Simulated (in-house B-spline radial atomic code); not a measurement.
# Cd³⁺: ionisation energy by several methods

The task here is to estimate one member of a computed series from the others.

Method: Dirac-Coulomb, several functionals; spherical all-electron atom at the radial basis limit. Code: in-house B-spline radial atomic code version 1.

## Starting point

| Item | Value |
| --- | --- |
| element | cadmium (Z = 48) |
| charge | +3 |
| electrons | 45 |
| configuration | [Kr] 4d9 |
| nucleus | Fermi, rms radius 4.609 fm |

Outer shells as boxes (Hund's rule):

[Kr] 4d9
```
[Kr] core
4d [↑↓][↑↓][↑↓][↑↓][↑ ]
```

The boxes only draw the filling; these runs are spin-restricted and spherical.

The first run:

The run's settings:

```ini
Z = 48
electrons = 45.0
configuration = [Kr] 4d9
hamiltonian = dirac
method = pw91,pw91
spin_polarised = False
nucleus = fermi
rms_radius = 4.6087
mass_number = 114
atomic_mass = 113.903364998
speed_of_light = 137.035999084
```

Steps of the session up to this table: PW91, a GGA; relativistic LDA; OLYP, a GGA; LDA (PW92); BP86, a GGA; BLYP, a GGA.

One of the session's tables, all rows but one given; the rest of the session is left out.

```
          method  ΔSCF (eV)
relativistic LDA     54.302
      LDA (PW92)     54.280
            PW91     54.144
            OLYP     54.265
            BP86     54.128
            BLYP          ?
```

Estimate the missing values for BLYP.

As computed: ΔSCF (eV): 53.914. In the column «ΔSCF (eV)» it is the lowest.
